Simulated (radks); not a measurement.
# The Coulomb parameter U of the 4f shell of Ce²⁺

The task here is to estimate one member of a computed series from the others.

Method: scalar-relativistic Kohn-Sham, r2SCAN, spin-unpolarised, spherical densities, finite nucleus. Code: radks (a radial shooting solver on a logarithmic mesh, Libxc functionals) version 1.

### The system

| Quantity | Value |
| --- | --- |
| element | cerium (Z = 58) |
| charge | +2 |
| electrons | 56 |
| configuration | [Xe] 4f0.5 6s1.5 |
| nuclear rms radius | 4.8771 fm |

Set-up of the first run:

The run's settings:

```text
Z 58
configuration [Xe] 4f0.5 6s1.5
relativity scalar-relativistic
functional r2scan,r2scan
spin unpolarised
nucleus finite rms 4.8771 fm
c 137.035999084
```

Steps of the session up to this table: Start: [Xe] 4f0.5 6s1.5.

One table of the session follows, with a row left open; its other results are not shown here.

It belongs to the step «Start: [Xe] 4f0.5 6s1.5». Radial moments (bohr):

| level | <r> | outermost maximum (interpolated) | 90 % within | nodes |
| --- | --- | --- | --- | --- |
| 3d | 0.2536 | 0.206 | 0.396 | 0 |
| 4s | 0.6367 | 0.593 | 0.913 | 3 |
| 4p | ? | ? | ? | ? |
| 4d | 0.7414 | 0.651 | 1.11 | 1 |
| 5s | 1.494 | 1.36 | 2.13 | 4 |
| 5p | 1.698 | 1.52 | 2.45 | 3 |
| 4f | 1.022 | 0.696 | 1.73 | 0 |
| 6s | 3.578 | 3.31 | 5.05 | 5 |

Q: Estimate the row for 4p from the others.

The run gave: <r>: 0.6735; outermost maximum (interpolated): 0.618; 90 % within: 0.978; nodes: 2. In the column «<r>» it lies between 4s (0.6367) and 4d (0.7414).
